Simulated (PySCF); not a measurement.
# MoCl6 (-2): ligand-field states, part 2 of 2

PySCF 2.14.0. Atoms count from 0. Earlier steps stand in the parts before.

### 6 Ligand-field states: state-averaged CASSCF (axial bond length × 1.1) in water

What the job is given:

```
{"job": {"kind": "lf", "basis": {"metal": "x2c-TZVPall", "ligand": "x2c-SVPall"}, "nevpt": true, "solvent": "water", "reuse": true}, "charge": -2, "metal": "Mo", "open_shell": "d2"}
Mo     0.000000     0.000000     0.000000
Cl     0.000000     0.000000     2.596000
Cl     0.000000     0.000000    -2.596000
Cl     2.360000     0.000000     0.000000
Cl    -2.360000     0.000000     0.000000
Cl     0.000000     2.360000     0.000000
Cl    -0.000000    -2.360000     0.000000
```

Level: state-averaged CASSCF of the metal d shell, SC-NEVPT2 on the averaged canonical orbitals, state-interaction spin-orbit coupling.

Log:

```text
basis functions 171, electrons 146, active (2e, 5o)
start from the orbitals of the previous structure
stage 1: DIIS on the effective Fock matrix, level shift 0.30
cycle   1  E = -6810.8370518689  dE = -6.811e+03  max|g| = 2.103e+00
cycle   2  E = -6811.1708833261  dE = -3.338e-01  max|g| = 1.746e-01
cycle   3  E = -6811.1857513042  dE = -1.487e-02  max|g| = 4.631e-02
cycle   4  E = -6811.1869685527  dE = -1.217e-03  max|g| = 3.566e-02
cycle   5  E = -6811.1880643812  dE = -1.096e-03  max|g| = 1.385e-02
cycle   6  E = -6811.1883396108  dE = -2.752e-04  max|g| = 5.890e-03
cycle   7  E = -6811.1883764080  dE = -3.680e-05  max|g| = 3.314e-03
cycle   8  E = -6811.1883940583  dE = -1.765e-05  max|g| = 1.847e-03
cycle   9  E = -6811.1883984125  dE = -4.354e-06  max|g| = 1.121e-03
cycle  10  E = -6811.1883995008  dE = -1.088e-06  max|g| = 6.576e-04
...
cycle  34  E = -6811.1884000918  dE = -2.966e-09  max|g| = 8.856e-05
cycle  35  E = -6811.1884000914  dE =  3.738e-10  max|g| = 9.165e-05
cycle  36  E = -6811.1884000902  dE =  1.191e-09  max|g| = 9.502e-05
cycle  37  E = -6811.1884000884  dE =  1.850e-09  max|g| = 1.018e-04
cycle  38  E = -6811.1884000864  dE =  1.983e-09  max|g| = 1.083e-04
cycle  39  E = -6811.1884000837  dE =  2.651e-09  max|g| = 1.180e-04
cycle  40  E = -6811.1884000787  dE =  5.066e-09  max|g| = 1.387e-04
stage 2: quasi-Newton rotations from the point of smallest gradient
cycle  42  E = -6811.1884001009  dE = -9.093e-09  max|g| = 3.193e-05
cycle  43  E = -6811.1884001026  dE = -1.688e-09  max|g| = 2.335e-05
cycle  44  E = -6811.1884001031  dE = -5.175e-10  max|g| = 4.947e-06
converged average energy = -6811.1884001031

 mult deg   label        CASSCF/cm-1   NEVPT2/cm-1
   3   1   3A2g                0.0           0.0
   3   2   3Eg              1296.5        1572.0
   1   1   1B2g             9404.6        8085.2
   1   1   1B1g             9857.4        8366.9
   1   2   1Eg             10919.6        9643.5
   1   1   1A1g            11398.0       10111.7
   1   1   1A1g            22898.8       19744.5
   3   1   3B2g            18377.5       21215.3
   3   2   3Eg             21111.6       23149.7
   1   1   1B2g            27366.5       28412.3
   1   2   1Eg             28447.8       29019.5
   3   2   3Eg             29912.8       30941.0
   3   1   3A2g            35268.8       35560.1
   1   2   1Eg             36239.8       36849.6
   1   1   1A2g            39330.3       39593.2
   3   1   3B1g            44739.4       49254.3
   1   1   1A1g            49993.6       51360.6
   1   1   1B1g            53700.9       55970.8
   1   1   1A1g            70167.8       69305.7

spin-orbit levels / cm-1
      0.00  x1  3A2g 0.91 3Eg 0.08
     96.30  x2  3A2g 0.92 3Eg 0.07
   1327.01  x1  3Eg 0.99
   1367.37  x1  3Eg 0.99
   1928.43  x2  3Eg 0.93 3A2g 0.07
   2226.60  x1  3Eg 1.00
   2380.76  x1  3Eg 0.91 3A2g 0.08
   8328.22  x1  1B2g 0.99
   8660.33  x1  1B1g 0.99
   9889.20  x2  1Eg 0.99
  10387.15  x1  1A1g 0.99
  19996.54  x1  1A1g 0.99
  21441.62  x1  3B2g 0.97 3Eg 0.03
  21471.21  x2  3B2g 0.98
  23264.28  x1  3Eg 1.00
  23293.41  x1  3Eg 0.99
  23443.99  x2  3Eg 0.98
  23579.12  x1  3Eg 0.99
  23646.67  x1  3Eg 0.97 3B2g 0.03
  28671.47  x1  1B2g 0.98
  29312.54  x2  1Eg 0.99
  31132.16  x1  3Eg 1.00
  31163.24  x1  3Eg 0.98
  31198.65  x2  3Eg 0.98
  31286.35  x1  3Eg 0.98
  31312.03  x1  3Eg 1.00
  35759.02  x2  3A2g 0.92 1Eg 0.07
  35901.02  x1  3A2g 0.99
  37239.51  x2  1Eg 0.92 3A2g 0.07
  39897.42  x1  1A2g 1.00
```

Run time: 31 s. Hardware: 1 thread of Arm Neoverse V2, shared host; peak memory 0.5 GiB.

Warnings kept with the result: strongly covalent, metal-shell active space is small for this complex.

From this job:

```
             quantity     value
spin-orbit constant ζ  666 cm⁻¹
```

Powder susceptibility:

```
T (K)  χT (cm³ K/mol)  μ(eff)
    2           0.014    0.34
   20           0.142    1.06
  100           0.502    2.00
  300           0.642    2.27
```

### 7 Ligand-field states: state-averaged CASSCF (axial bond length × 1.2) in water

The job, as its differences from that of step 6:

```diff
@@ -2,4 +2,4 @@
 Mo     0.000000     0.000000     0.000000
-Cl     0.000000     0.000000     2.596000
-Cl     0.000000     0.000000    -2.596000
+Cl     0.000000     0.000000     2.832000
+Cl     0.000000     0.000000    -2.832000
 Cl     2.360000     0.000000     0.000000
```

Method: state-averaged CASSCF of the metal d shell, SC-NEVPT2 on the averaged canonical orbitals, state-interaction spin-orbit coupling.

Log:

```text
basis functions 171, electrons 146, active (2e, 5o)
start from the orbitals of the previous structure
stage 1: DIIS on the effective Fock matrix, level shift 0.30
cycle   1  E = -6810.5157507807  dE = -6.811e+03  max|g| = 2.539e+00
cycle   2  E = -6811.1322404155  dE = -6.165e-01  max|g| = 2.283e-01
cycle   3  E = -6811.1646081922  dE = -3.237e-02  max|g| = 7.266e-02
cycle   4  E = -6811.1675926099  dE = -2.984e-03  max|g| = 6.173e-02
cycle   5  E = -6811.1707948346  dE = -3.202e-03  max|g| = 2.778e-02
cycle   6  E = -6811.1718819309  dE = -1.087e-03  max|g| = 1.409e-02
cycle   7  E = -6811.1720215880  dE = -1.397e-04  max|g| = 8.165e-03
cycle   8  E = -6811.1720952333  dE = -7.365e-05  max|g| = 4.747e-03
cycle   9  E = -6811.1721175365  dE = -2.230e-05  max|g| = 2.924e-03
cycle  10  E = -6811.1721225130  dE = -4.977e-06  max|g| = 1.705e-03
cycle  11  E = -6811.1721238159  dE = -1.303e-06  max|g| = 9.669e-04
cycle  12  E = -6811.1721242486  dE = -4.327e-07  max|g| = 7.290e-04
cycle  13  E = -6811.1721244741  dE = -2.255e-07  max|g| = 7.932e-04
cycle  14  E = -6811.1721245854  dE = -1.113e-07  max|g| = 7.640e-04
cycle  15  E = -6811.1721246022  dE = -1.680e-08  max|g| = 7.645e-04
cycle  16  E = -6811.1721246172  dE = -1.494e-08  max|g| = 7.582e-04
cycle  17  E = -6811.1721246032  dE =  1.395e-08  max|g| = 7.653e-04
cycle  18  E = -6811.1721246454  dE = -4.221e-08  max|g| = 7.461e-04
cycle  19  E = -6811.1721247663  dE = -1.209e-07  max|g| = 6.843e-04
cycle  20  E = -6811.1721247332  dE =  3.309e-08  max|g| = 7.018e-04
cycle  21  E = -6811.1721248429  dE = -1.097e-07  max|g| = 6.428e-04
cycle  22  E = -6811.1721249354  dE = -9.254e-08  max|g| = 5.871e-04
cycle  23  E = -6811.1721248618  dE =  7.357e-08  max|g| = 6.378e-04
cycle  24  E = -6811.1721247507  dE =  1.111e-07  max|g| = 6.946e-04
cycle  25  E = -6811.1721246824  dE =  6.829e-08  max|g| = 7.294e-04
cycle  26  E = -6811.1721245480  dE =  1.344e-07  max|g| = 7.854e-04
cycle  27  E = -6811.1721243341  dE =  2.139e-07  max|g| = 8.643e-04
cycle  28  E = -6811.1721240381  dE =  2.960e-07  max|g| = 9.647e-04
cycle  29  E = -6811.1721235619  dE =  4.762e-07  max|g| = 1.123e-03
stage 2: quasi-Newton rotations from the point of smallest gradient
cycle  31  E = -6811.1721253393  dE = -4.039e-07  max|g| = 1.996e-04
cycle  32  E = -6811.1721254154  dE = -7.610e-08  max|g| = 1.411e-04
cycle  33  E = -6811.1721254466  dE = -3.124e-08  max|g| = 3.458e-05
cycle  34  E = -6811.1721254481  dE = -1.432e-09  max|g| = 9.280e-06
converged average energy = -6811.1721254481

 mult deg   label        CASSCF/cm-1   NEVPT2/cm-1
   3   1   3A2g                0.0           0.0
   3   2   3Eg              2004.4        2388.4
   1   1   1B2g             9180.6        8030.0
   1   1   1B1g             9956.1        8470.6
   1   2   1Eg             11850.0       10562.7
   1   1   1A1g            12445.4       11067.3
   3   1   3B2g            13224.8       15623.0
   3   2   3Eg             15983.9       17099.5
   1   1   1A1g            22789.4       20320.3
   1   1   1B2g            22241.2       22855.9
   1   2   1Eg             22814.8       23021.3
   3   2   3Eg             30365.4       31726.6
   3   1   3A2g            37318.8       37333.2
   1   2   1Eg             37358.2       37842.8
   1   1   1A1g            39921.0       39854.2
   1   1   1A2g            41367.6       41336.5
   3   1   3B1g            39856.0       43896.8
   1   1   1B1g            48488.8       50379.6
   1   1   1A1g            71872.0       70641.8

spin-orbit levels / cm-1
      0.00  x1  3A2g 0.94 3Eg 0.06
     99.06  x2  3A2g 0.96 3Eg 0.04
   2118.62  x1  3Eg 0.98
   2192.56  x1  3Eg 0.99
   2688.23  x2  3Eg 0.95 3A2g 0.04
   2989.22  x1  3Eg 1.00
   3122.54  x1  3Eg 0.94 3A2g 0.06
   8199.32  x1  1B2g 0.98
   8747.14  x1  1B1g 0.98
  10754.67  x2  1Eg 0.98
  11308.17  x1  1A1g 0.99
  15850.55  x1  3B2g 0.96 3Eg 0.04
  15904.96  x2  3B2g 0.96
  17119.74  x1  3Eg 0.99
  17138.59  x1  3Eg 1.00
  17376.69  x2  3Eg 0.97
  17646.01  x1  3Eg 0.98
  17675.00  x1  3Eg 0.96 3B2g 0.04
  20604.26  x1  1A1g 0.99
  23134.78  x1  1B2g 0.99
  23319.77  x2  1Eg 0.99
  31770.39  x1  3Eg 1.00
  31778.18  x1  3Eg 1.00
  31941.92  x2  3Eg 0.99
  32138.89  x1  3Eg 0.99
  32168.64  x1  3Eg 1.00
  37391.25  x2  3A2g 0.75 1Eg 0.25
  37647.24  x1  3A2g 0.99
  38306.81  x2  1Eg 0.74 3A2g 0.24
  40187.05  x1  1A1g 1.00
```

Wall time 25 s (1 thread of Arm Neoverse V2, shared host); peak memory 0.5 GiB.

Warnings kept with the result: strongly covalent, metal-shell active space is small for this complex.

In short:

```
             quantity     value
spin-orbit constant ζ  667 cm⁻¹
```

Powder susceptibility:

```
T (K)  χT (cm³ K/mol)  μ(eff)
    2           0.015    0.35
   20           0.151    1.10
  100           0.544    2.08
  300           0.687    2.34
```

### 8 The runs side by side

From the NEVPT2 states (cm⁻¹; the spread is that of the fitted one-electron ligand-field levels):

```
step                   setting  ground state    next state  orbital spread  Racah B    ζ  μ(eff), 300 K
   2                  as given          3T1g  1T2g at 7878           27874      494  660           1.84
   3   axial bond length × 0.9           3Eg  3A2g at 3278           37598      476  639           2.02
   4  axial bond length × 0.95           3Eg  3A2g at 1350           32706      491  653           1.98
   5  axial bond length × 1.05          3A2g    3Eg at 928           28370      525  665           2.10
   6   axial bond length × 1.1          3A2g   3Eg at 1572           28969      560  666           2.27
   7   axial bond length × 1.2          3A2g   3Eg at 2388           30154      568  667           2.34
```

### 9 What came out

This closing draws on all 2 parts.

```
                                                                 quantity       value
           spin-orbit constant ζ (step 2, state-averaged CASSCF in water)    660 cm⁻¹
        ground multiplicity, μ(eff) at 300 K (step 2, 6 donors at 2.36 Å)  3, 1.84 μB
ground multiplicity, μ(eff) at 300 K (step 3, 6 donors at 2.12 to 2.36 Å)  3, 2.02 μB
ground multiplicity, μ(eff) at 300 K (step 4, 6 donors at 2.24 to 2.36 Å)  3, 1.98 μB
ground multiplicity, μ(eff) at 300 K (step 5, 6 donors at 2.36 to 2.48 Å)  3, 2.10 μB
ground multiplicity, μ(eff) at 300 K (step 6, 6 donors at 2.36 to 2.60 Å)  3, 2.27 μB
ground multiplicity, μ(eff) at 300 K (step 7, 6 donors at 2.36 to 2.83 Å)  3, 2.34 μB
```

What this shows: In step 2, χT goes from 0.02 at 2 K to 0.42 cm³ K/mol at 300 K, as higher levels fill or mix in. The spread of the ligand-field levels runs from 27874 cm⁻¹ (as given) to 37598 cm⁻¹ (axial bond length × 0.9); μ(eff) at 300 K: 1.84 to 2.34 μB. The bonding is strongly covalent, and an active space of the metal's shell alone is small for it, so these values are rough.
